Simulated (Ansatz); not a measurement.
**Si3AsF: one candidate of a structure search**

The task: take a trial cell of Si3AsF to zero force and stress.

Program: Ansatz 0.2.0. Level of theory: DFT PBE, scalar-relativistic, plane waves, PAW. These are calculated values, not measurements.

## (1) The structure to begin with

Symmetry: P-6m2, No. 187, hexagonal system. Conventional cell: a = 4.136 Å, b = 4.136 Å, c = 4.964 Å, α = 90.00°, β = 90.00°, γ = 120.00°. Si (site symmetry 3m) has 5 Si at 2.47 to 2.69 Å and 3 F at 2.69 Å and 3 As at 2.69 Å as nearest neighbours. Si (site symmetry -6m2) has 3 F at 2.39 Å and 2 As at 2.48 Å and 6 Si at 2.69 Å as nearest neighbours. Around As (site symmetry -6m2) lie 8 Si at 2.48 to 2.69 Å. F (site symmetry -6m2) is surrounded by 9 Si at 2.39 to 2.69 Å.

Coordinates:

```cif
data_structure
_symmetry_space_group_name_H-M 'P-6m2'
_symmetry_Int_Tables_number 187
_cell_length_a 4.1360
_cell_length_b 4.1360
_cell_length_c 4.9641
_cell_angle_alpha 90.000
_cell_angle_beta 90.000
_cell_angle_gamma 120.000
_cell_volume 73.54
loop_
_atom_site_label
_atom_site_type_symbol
_atom_site_symmetry_multiplicity
_atom_site_Wyckoff_symbol
_atom_site_fract_x
_atom_site_fract_y
_atom_site_fract_z
_atom_site_occupancy
Si1 Si 2 i 0.66667 0.33333 0.24892 1
Si2 Si 1 a 0.00000 0.00000 0.00000 1
As1 As 1 b 0.00000 0.00000 0.50000 1
F1 F 1 c 0.33333 0.66667 0.00000 1
```

Recipe of the guess: species swapped into a database cell of GaFe3As (P-6m2, No. 187), with F on the Ga sites and Si on the Fe sites. Lengths come from tabulated atomic sizes and are only a guess.

## (2) A first look at the guess

The input, input.yaml:

```yaml
crystal:
  lattice:
    - [4.13602995, 0.0, 0.0]
    - [-2.06801497, 3.581907, 0.0]
    - [0.0, 0.0, 4.96406888]
  atoms:
    - { symbol: Si, position: [0.66666667, 0.33333333, 0.248919] }
    - { symbol: Si, position: [0.66666667, 0.33333333, 0.751081] }
    - { symbol: Si, position: [0.0, 0.0, 0.0] }
    - { symbol: As, position: [0.0, 0.0, 0.5] }
    - { symbol: F, position: [0.33333333, 0.66666667, 0.0] }
basis:
  ecutwfc: 420
kpoints:
  mp_grid: { grid: [6, 6, 4] }
hamiltonian:
  xc: pbe
scf:
  occupations: { method: gaussian, width: 0.1 }
  lower_state_search: "off"
output:
  forces: true
  stress: true
  eigenvalues: true
```

Started as:

```
ansatz run input.yaml --threads 1 --pin off --max-ram 2560MiB --backend cpu --events-out ev --progress --plain --runs-dir out
```

Further runs follow: a loose first relaxation; relaxation on the finer mesh.

**Question.** What will these runs give? Wanted: conventional cell; volume; energy over the elements; gap on the mesh.

As calculated:

```
                                                              quantity                                                                       value
                                symmetry at the end (tolerance 0.05 Å)                                                 space group P-6m2 (No. 187)
                                                     conventional cell  a = 4.109 Å, b = 4.109 Å, c = 5.667 Å, α = 90.00°, β = 90.00°, γ = 120.00°
                                                                volume                                                               16.57 Å³/atom
energy over the elements (uncorrected; H, N, O, F and Cl as molecules)                                                               +0.07 eV/atom
                                                       gap on the mesh                                                                none (metal)
```

The space group P-6m2 (No. 187) is kept, and the volume per atom grows by 12.7 % from the first guess. The formation energy is positive, so the separate elements lie lower. No finished test with a distortion of lower symmetry is shown, so the end may be a saddle point.
